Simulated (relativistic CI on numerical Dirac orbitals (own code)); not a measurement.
# Pb²⁵⁺: one ion under different settings

How much do the settings matter for Pb²⁵⁺? One ion, several inputs.

The numbers are computed with relativistic CI on numerical Dirac orbitals (own code) version 3 (Dirac-Coulomb-Breit CI, KLI orbitals optimised for each configuration, model QED (radiative potential, 1s self-energy scaled to tabulated hydrogen-like ionisation energies), numerical settings as typed), except any that are marked as measured or tabulated.

**1. The atom as given**

* ion: Pb²⁵⁺ (Pb XXVI)
* nuclear charge: 82
* electrons: 57
* isotope: A = 208

**2. An attempt**

Settings of the run:

```ini
atom Pb  Z=82  charge=25  electrons=57
nucleus A=208  rms_radius_fm=5.5012
hamiltonian dirac-coulomb  breit=on  qed=on  c_scale=1
orbitals kli  potential=per-configuration
slater_scale 1
correlation none
mixing on
grid step=0.0125 r_max=5.7
scf mixing=0.4 start=green max_iterations=6 tolerance=2e-08 node_fill=0.05
configurations
  [Kr] 4d10 4f11
end
```

The run is started by

```console
$ python run_levels.py task.json out
```

task.json lists these runs, among others, and the program works through them in turn.

The program writes no log. Results of the run, from its result record (rounded, main fields):

```text
{
  "status": "not_converged",
  "warnings": ["SCF of 1s2 2s2 2p6 3s2 3p6 3d10 4s2 4p6 4d10 4f11 did not converge"],
  "scf_steps of the first configuration [iteration, E_Ha, residual, outer_eigenvalue_Ha]": [
    [1, -20303.78666, 7.65, -69.19],
    [2, -20566.51025, 3.76, -46.77],
    [3, -20639.17038, 0.491, -30.24],
    [4, -20641.16482, 0.308, -31.77],
    [5, -20641.56618, 0.0372, -30.49],
    [6, -20641.57222, 0.00163, -30.35]
  ]
}
```

Wall time 0.023 s (1 thread of Neoverse-V2, shared host).

What went wrong: the run ended without a result. The SCF ran into its iteration limit before the residual met the tolerance. The input had iteration limit 6. The cure is to restore the usual settings of the SCF.

**3. The mended input**

Changes to the settings of step 2:

```diff
@@ -8,3 +8,3 @@
 grid step=0.0125 r_max=5.7
-scf mixing=0.4 start=green max_iterations=6 tolerance=2e-08 node_fill=0.05
+scf mixing=0.4 start=green max_iterations=150 tolerance=2e-08 node_fill=0.05
 configurations
```

From the record:

```text
{
  "status": "converged",
  "levels [i, E_cm, J2, conf, term, w_term, w_jj]": [
    [0, 0, 15, "4f11", "4I*", 0.9094, 0.8664],
    [1, 31423.843, 9, "4f11", "2G*", 0.4027, 0.9599],
    [2, 36323.482, 11, "4f11", "2H*", 0.5333, 0.7343],
    [3, 37223.936, 13, "4f11", "4I*", 0.9724, 0.9509],
    [4, 49040.068, 3, "4f11", "2P*", 0.3428, 0.9278],
    [5, 62072.478, 9, "4f11", "4I*", 0.3768, 0.8874],
    [6, 69352.184, 11, "4f11", "4I*", 0.4908, 0.5178],
    [7, 71533.237, 5, "4f11", "4F*", 0.4857, 0.5633],
    [8, 73348.343, 7, "4f11", "4F*", 0.8304, 0.9056],
    [9, 78610.087, 3, "4f11", "4S*", 0.4482, 0.9417],
    [10, 83040.858, 15, "4f11", "2K*", 0.7918, 0.793],
    [11, 86888.806, 7, "4f11", "2G*", 0.3609, 0.5516],
    [12, 88487.856, 9, "4f11", "4G*", 0.5233, 0.838],
    [13, 95814.544, 11, "4f11", "2H*", 0.5153, 0.6543],
    "... 16 more rows left out ..."
  ],
  "total_energy [Ha]": -20600.503363,
  "n_levels_all": 41,
  "overlap": 1.42806e-11,
  "scf_iterations": [12],
  "orbital_energies [Ha]": {"1s": -3255.47, "2s": -604.121, "2p1/2": -581.348, "2p3/2": -501.061, "3s": -165.46, "3p1/2": -155.176, "3p3/2": -137.205, "3d3/2": -120.306, "3d5/2": -116.478, "4s": -57.352, "4p1/2": -52.8634, "4p3/2": -48.2638, "4d3/2": -40.9311, "4d5/2": -40.0408, "4f5/2": -30.5631, "4f7/2": -30.3419},
  "configurations [conf, odd, states, E_av_Ha, breit_Ha, qed_Ha]": [
    ["4f11", 1, 364, -20641.57261, 24.58, 17.01]
  ],
  "scf_steps of the first configuration [iteration, E_Ha, residual, outer_eigenvalue_Ha]": [
    [1, -20303.78666, 7.65, -69.19],
    [2, -20566.51025, 3.76, -46.77],
    [3, -20639.17038, 0.491, -30.24],
    [4, -20641.16482, 0.308, -31.77],
    [5, -20641.56618, 0.0372, -30.49],
    [6, -20641.57222, 0.00163, -30.35],
    [7, -20641.57251, 0.000639, -30.34],
    [8, -20641.5726, 6.48e-05, -30.34],
    [9, -20641.57261, 1.05e-05, -30.34],
    [10, -20641.57261, 4.49e-07, -30.34],
    [11, -20641.57261, 2.76e-08, -30.34],
    [12, -20641.57261, 4.57e-10, -30.34]
  ]
}
```

Wall time 0.079 s (1 thread of Neoverse-V2, shared host).

**4. QED terms off**

Changes to the settings of step 3:

```diff
@@ -2,3 +2,3 @@
 nucleus A=208  rms_radius_fm=5.5012
-hamiltonian dirac-coulomb  breit=on  qed=on  c_scale=1
+hamiltonian dirac-coulomb  breit=on  qed=off  c_scale=1
 orbitals kli  potential=per-configuration
```

From the record:

```text
{
  "status": "converged",
  "levels [i, E_cm, J2, conf, term, w_term]": [
    [0, 0, 15, "4f11", "4I*", 0.9098],
    [1, 31438.2, 9, "4f11", "2G*", 0.4023],
    [2, 36295.269, 11, "4f11", "2H*", 0.5328],
    [3, 37072.717, 13, "4f11", "4I*", 0.9725],
    [4, 49047.944, 3, "4f11", "2P*", 0.3425],
    [5, 61909.087, 9, "4f11", "4I*", 0.3779],
    [6, 69186.309, 11, "4f11", "4I*", 0.4911],
    [7, 71472.695, 5, "4f11", "4F*", 0.4878],
    "... 22 more rows left out ..."
  ],
  "total_energy [Ha]": -20617.515161,
  "n_levels_all": 41,
  "overlap": 1.42806e-11,
  "scf_iterations": [12],
  "orbital_energies [Ha]": {"1s": -3255.47, "2s": -604.121, "2p1/2": -581.348, "2p3/2": -501.061, "3s": -165.46, "3p1/2": -155.176, "3p3/2": -137.205, "3d3/2": -120.306, "3d5/2": -116.478, "4s": -57.352, "4p1/2": -52.8634, "4p3/2": -48.2638, "4d3/2": -40.9311, "4d5/2": -40.0408, "4f5/2": -30.5631, "4f7/2": -30.3419},
  "configurations [conf, odd, states, E_av_Ha, breit_Ha, qed_Ha]": [
    ["4f11", 1, 364, -20641.57261, 24.58, 0]
  ],
  "scf_steps of the first configuration [iteration, E_Ha, residual, outer_eigenvalue_Ha]": [
    [1, -20303.78666, 7.65, -69.19],
    [2, -20566.51025, 3.76, -46.77],
    [3, -20639.17038, 0.491, -30.24],
    [4, -20641.16482, 0.308, -31.77],
    [5, -20641.56618, 0.0372, -30.49],
    [6, -20641.57222, 0.00163, -30.35],
    [7, -20641.57251, 0.000639, -30.34],
    [8, -20641.5726, 6.48e-05, -30.34],
    [9, -20641.57261, 1.05e-05, -30.34],
    [10, -20641.57261, 4.49e-07, -30.34],
    [11, -20641.57261, 2.76e-08, -30.34],
    [12, -20641.57261, 4.57e-10, -30.34]
  ]
}
```

Run time: 0.06 s. Hardware: 1 thread of Neoverse-V2, shared host.

**5. Iteration limit 20**

Settings of the run:

```ini
atom Pb  Z=82  charge=25  electrons=57
nucleus A=208  rms_radius_fm=5.5012
hamiltonian dirac-coulomb  breit=on  qed=on  c_scale=1
orbitals kli  potential=per-configuration
slater_scale 1
correlation none
mixing on
grid step=0.0125 r_max=5.7
scf mixing=0.4 start=green max_iterations=20 tolerance=2e-08 node_fill=0.05
configurations
  [Kr] 4d10 4f11
end
```

From the record:

```text
{
  "status": "converged",
  "levels [i, E_cm, J2, conf, term, w_term]": [
    [0, 0, 15, "4f11", "4I*", 0.9094],
    [1, 31423.843, 9, "4f11", "2G*", 0.4027],
    [2, 36323.482, 11, "4f11", "2H*", 0.5333],
    [3, 37223.936, 13, "4f11", "4I*", 0.9724],
    [4, 49040.068, 3, "4f11", "2P*", 0.3428],
    [5, 62072.478, 9, "4f11", "4I*", 0.3768],
    [6, 69352.184, 11, "4f11", "4I*", 0.4908],
    [7, 71533.237, 5, "4f11", "4F*", 0.4857],
    "... 22 more rows left out ..."
  ],
  "total_energy [Ha]": -20600.503363,
  "n_levels_all": 41,
  "overlap": 1.42806e-11,
  "scf_iterations": [12],
  "orbital_energies [Ha]": {"1s": -3255.47, "2s": -604.121, "2p1/2": -581.348, "2p3/2": -501.061, "3s": -165.46, "3p1/2": -155.176, "3p3/2": -137.205, "3d3/2": -120.306, "3d5/2": -116.478, "4s": -57.352, "4p1/2": -52.8634, "4p3/2": -48.2638, "4d3/2": -40.9311, "4d5/2": -40.0408, "4f5/2": -30.5631, "4f7/2": -30.3419},
  "configurations [conf, odd, states, E_av_Ha, breit_Ha, qed_Ha]": [
    ["4f11", 1, 364, -20641.57261, 24.58, 17.01]
  ],
  "scf_steps of the first configuration [iteration, E_Ha, residual, outer_eigenvalue_Ha]": [
    [1, -20303.78666, 7.65, -69.19],
    [2, -20566.51025, 3.76, -46.77],
    [3, -20639.17038, 0.491, -30.24],
    [4, -20641.16482, 0.308, -31.77],
    [5, -20641.56618, 0.0372, -30.49],
    [6, -20641.57222, 0.00163, -30.35],
    [7, -20641.57251, 0.000639, -30.34],
    [8, -20641.5726, 6.48e-05, -30.34],
    [9, -20641.57261, 1.05e-05, -30.34],
    [10, -20641.57261, 4.49e-07, -30.34],
    [11, -20641.57261, 2.76e-08, -30.34],
    [12, -20641.57261, 4.57e-10, -30.34]
  ]
}
```

Run time: 0.079 s. Hardware: 1 thread of Neoverse-V2, shared host.

**6. Grid step 0.03**

Changes to the settings of step 5:

```diff
@@ -7,4 +7,4 @@
 mixing on
-grid step=0.0125 r_max=5.7
-scf mixing=0.4 start=green max_iterations=20 tolerance=2e-08 node_fill=0.05
+grid step=0.03 r_max=5.7
+scf mixing=0.4 start=green max_iterations=150 tolerance=2e-08 node_fill=0.05
 configurations
```

From the record:

```text
{
  "status": "converged",
  "levels [i, E_cm, J2, conf, term, w_term]": [
    [0, 0, 15, "4f11", "4I*", 0.9094],
    [1, 31423.842, 9, "4f11", "2G*", 0.4027],
    [2, 36323.482, 11, "4f11", "2H*", 0.5333],
    [3, 37223.941, 13, "4f11", "4I*", 0.9724],
    [4, 49040.067, 3, "4f11", "2P*", 0.3428],
    [5, 62072.482, 9, "4f11", "4I*", 0.3768],
    [6, 69352.187, 11, "4f11", "4I*", 0.4908],
    [7, 71533.237, 5, "4f11", "4F*", 0.4857],
    "... 22 more rows left out ..."
  ],
  "total_energy [Ha]": -20600.502842,
  "n_levels_all": 41,
  "overlap": 6.07348e-09,
  "scf_iterations": [12],
  "orbital_energies [Ha]": {"1s": -3255.47, "2s": -604.121, "2p1/2": -581.348, "2p3/2": -501.061, "3s": -165.46, "3p1/2": -155.176, "3p3/2": -137.205, "3d3/2": -120.306, "3d5/2": -116.478, "4s": -57.352, "4p1/2": -52.8634, "4p3/2": -48.2638, "4d3/2": -40.9311, "4d5/2": -40.0408, "4f5/2": -30.5631, "4f7/2": -30.3419},
  "configurations [conf, odd, states, E_av_Ha, breit_Ha, qed_Ha]": [
    ["4f11", 1, 364, -20641.57198, 24.58, 17.01]
  ],
  "scf_steps of the first configuration [iteration, E_Ha, residual, outer_eigenvalue_Ha]": [
    [1, -20303.78603, 7.65, -69.19],
    [2, -20566.50961, 3.76, -46.77],
    [3, -20639.17044, 0.491, -30.24],
    [4, -20641.16988, 0.306, -31.76],
    [5, -20641.56573, 0.0366, -30.49],
    [6, -20641.57185, 0.00292, -30.36],
    [7, -20641.57188, 0.000605, -30.34],
    [8, -20641.57197, 6.49e-05, -30.34],
    [9, -20641.57198, 8.93e-06, -30.34],
    [10, -20641.57198, 5.63e-07, -30.34],
    [11, -20641.57198, 3.11e-08, -30.34],
    [12, -20641.57198, 5.3e-10, -30.34]
  ]
}
```

Run time: 0.041 s. Hardware: 1 thread of Neoverse-V2, shared host.

**7. Tolerance 0.3**

Changes to the settings of step 6:

```diff
@@ -7,4 +7,4 @@
 mixing on
-grid step=0.03 r_max=5.7
-scf mixing=0.4 start=green max_iterations=150 tolerance=2e-08 node_fill=0.05
+grid step=0.0125 r_max=5.7
+scf mixing=0.4 start=green max_iterations=51 tolerance=0.3 node_fill=0.05
 configurations
```

From the record:

```text
{
  "status": "converged",
  "levels [i, E_cm, J2, conf, term, w_term]": [
    [0, 0, 15, "4f11", "4I*", 0.9106],
    [1, 31613.001, 9, "4f11", "2G*", 0.4015],
    [2, 36406.821, 11, "4f11", "2H*", 0.5316],
    [3, 36946.466, 13, "4f11", "4I*", 0.9728],
    [4, 49290.13, 3, "4f11", "2P*", 0.3417],
    [5, 61872.702, 9, "4f11", "4I*", 0.3801],
    [6, 69171.504, 11, "4f11", "4I*", 0.4916],
    [7, 71678.053, 5, "4f11", "4F*", 0.4919],
    "... 22 more rows left out ..."
  ],
  "total_energy [Ha]": -20600.492349,
  "n_levels_all": 41,
  "overlap": 1.40976e-11,
  "scf_iterations": [5],
  "orbital_energies [Ha]": {"1s": -3255.4, "2s": -604.276, "2p1/2": -581.464, "2p3/2": -501.208, "3s": -165.726, "3p1/2": -155.44, "3p3/2": -137.467, "3d3/2": -120.576, "3d5/2": -116.75, "4s": -57.4993, "4p1/2": -53.0101, "4p3/2": -48.3948, "4d3/2": -41.065, "4d5/2": -40.1707, "4f5/2": -30.7123, "4f7/2": -30.4889},
  "configurations [conf, odd, states, E_av_Ha, breit_Ha, qed_Ha]": [
    ["4f11", 1, 364, -20641.56618, 24.59, 17.01]
  ],
  "scf_steps of the first configuration [iteration, E_Ha, residual, outer_eigenvalue_Ha]": [
    [1, -20303.78666, 7.65, -69.19],
    [2, -20566.51025, 3.76, -46.77],
    [3, -20639.17038, 0.491, -30.24],
    [4, -20641.16482, 0.308, -31.77],
    [5, -20641.56618, 0.0372, -30.49]
  ]
}
```

Run time: 0.06 s. Hardware: 1 thread of Neoverse-V2, shared host.

A bad setting: its result is shown only for the comparison.

**8. The runs side by side**

| setting | total energy less usual (Ha) | largest shift of a level among the lowest eight of both runs, same label and place (cm⁻¹) | SCF iterations | time | lowest level | kind of change |
| --- | --- | --- | --- | --- | --- | --- |
| usual | 0 | 0 | 12 | 0.079 s | 4f11 4I°15/2 | - |
| QED terms off | -17 | 166 | 12 | 0.06 s | 4f11 4I°15/2 | model term |
| iteration limit 20 | 0 | 0 | 12 | 0.079 s | 4f11 4I°15/2 | numerical |
| grid step 0.03 | 0.000521 | 0 | 12 | 0.041 s | 4f11 4I°15/2 | numerical |
| tolerance 0.3 | 0.011 | 277 | 5 | 0.06 s | 4f11 4I°15/2 | unsound |

**9. What came out**

```
                    quantity           value
lowest level, usual settings    4f11 4I°15/2
                total energy  -20600.5034 Ha
            first excitation      31424 cm⁻¹
       runs without a result               1
```

**Reading.** Among the runs whose levels can be followed, they move most under «tolerance 0.3» (unsound), by up to 277 cm⁻¹. No visible change in the result comes from «iteration limit 20». Only the listed configurations are in the model.
